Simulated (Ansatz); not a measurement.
# Ta2Al3Sn: a trial structure relaxed

The task: take a trial cell of Ta2Al3Sn to zero force and stress.

Program: Ansatz 0.2.0. Level of theory: DFT PBE, scalar-relativistic, plane waves, PAW. These are calculated values, not measurements.

## 1. The structure to begin with

It takes space group P-4m2 (No. 115, tetragonal). The conventional cell has a = 3.830 Å, b = 3.830 Å, c = 6.371 Å, α = 90.00°, β = 90.00°, γ = 90.00°. Ta (site symmetry 2mm) is surrounded by 7 Al at 2.56 to 2.73 Å and 2 Sn at 2.56 Å. Around Al (site symmetry -4m2) lie 4 Ta at 2.56 Å and 4 Sn at 2.71 Å and 4 Al at 2.82 Å. Around Al (site symmetry 2mm) lie 5 Ta at 2.60 to 2.73 Å and 2 Al at 2.82 Å and 2 Sn at 2.82 Å. Around Sn (site symmetry -4m2) lie 4 Ta at 2.56 Å and 8 Al at 2.71 to 2.82 Å.

Coordinates:

```cif
data_structure
_symmetry_space_group_name_H-M 'P 1'
_symmetry_Int_Tables_number 1
_cell_length_a 3.8298
_cell_length_b 3.8298
_cell_length_c 6.3706
_cell_angle_alpha 90.000
_cell_angle_beta 90.000
_cell_angle_gamma 90.000
_cell_volume 93.44
loop_
_atom_site_label
_atom_site_type_symbol
_atom_site_fract_x
_atom_site_fract_y
_atom_site_fract_z
_atom_site_occupancy
Ta1 Ta 0.50000 0.00000 0.26714 1
Ta2 Ta 0.00000 0.50000 0.73286 1
Al1 Al 0.00000 0.00000 0.00000 1
Al2 Al 0.50000 0.00000 0.67563 1
Al3 Al 0.00000 0.50000 0.32437 1
Sn1 Sn 0.50000 0.50000 0.00000 1
```

A structure generator made this guess: species swapped into a database cell of Mn3CoAs2 (P-4m2, No. 115), with Al on the Mn sites, Sn on the Co sites and Ta on the As sites. Its size is a rough estimate.

## 2. A first look at the guess

Contents of input.yaml:

```yaml
crystal:
  lattice:
    - [3.82979581, 0.0, 0.0]
    - [0.0, 3.82979581, 0.0]
    - [0.0, 0.0, 6.3706202]
  atoms:
    - { symbol: Ta, position: [0.5, 0.0, 0.26714101] }
    - { symbol: Ta, position: [0.0, 0.5, 0.73285899] }
    - { symbol: Al, position: [0.0, 0.0, 0.0] }
    - { symbol: Al, position: [0.5, 0.0, 0.67562503] }
    - { symbol: Al, position: [0.0, 0.5, 0.32437497] }
    - { symbol: Sn, position: [0.5, 0.5, 0.0] }
basis:
  ecutwfc: 420
kpoints:
  mp_grid: { grid: [4, 4, 4] }
hamiltonian:
  xc: pbe
scf:
  occupations: { method: gaussian, width: 0.1 }
  lower_state_search: "off"
output:
  forces: true
  stress: true
  eigenvalues: true
```

Launch:

```sh
$ ansatz run input.yaml --threads 1 --pin off --max-ram 2560MiB --backend cpu --events-out ev --progress --plain --runs-dir out
```

Further runs follow: rough relaxation on the coarse mesh; final relaxation.

**Question.** What will these runs give? Wanted: conventional cell; volume; energy over the elements, grey Sn; gap on the mesh.

The runs gave:

| quantity | value |
| --- | --- |
| symmetry at the end (tolerance 0.05 Å) | space group P-4m2 (No. 115) |
| conventional cell | a = 3.901 Å, b = 3.901 Å, c = 7.171 Å, α = 90.00°, β = 90.00°, γ = 90.00° |
| volume | 18.19 Å³/atom |
| energy over the elements, grey Sn | +0.20 eV/atom |
| gap on the mesh | none (metal) |

What this shows: The space group P-4m2 (No. 115) is kept, and the volume per atom grows by 16.8 % from the first guess. With a positive formation energy it can't be a ground state. No finished test with a distortion of lower symmetry is shown, so the end may be a saddle point. The runs treat Ta without spin-orbit coupling.
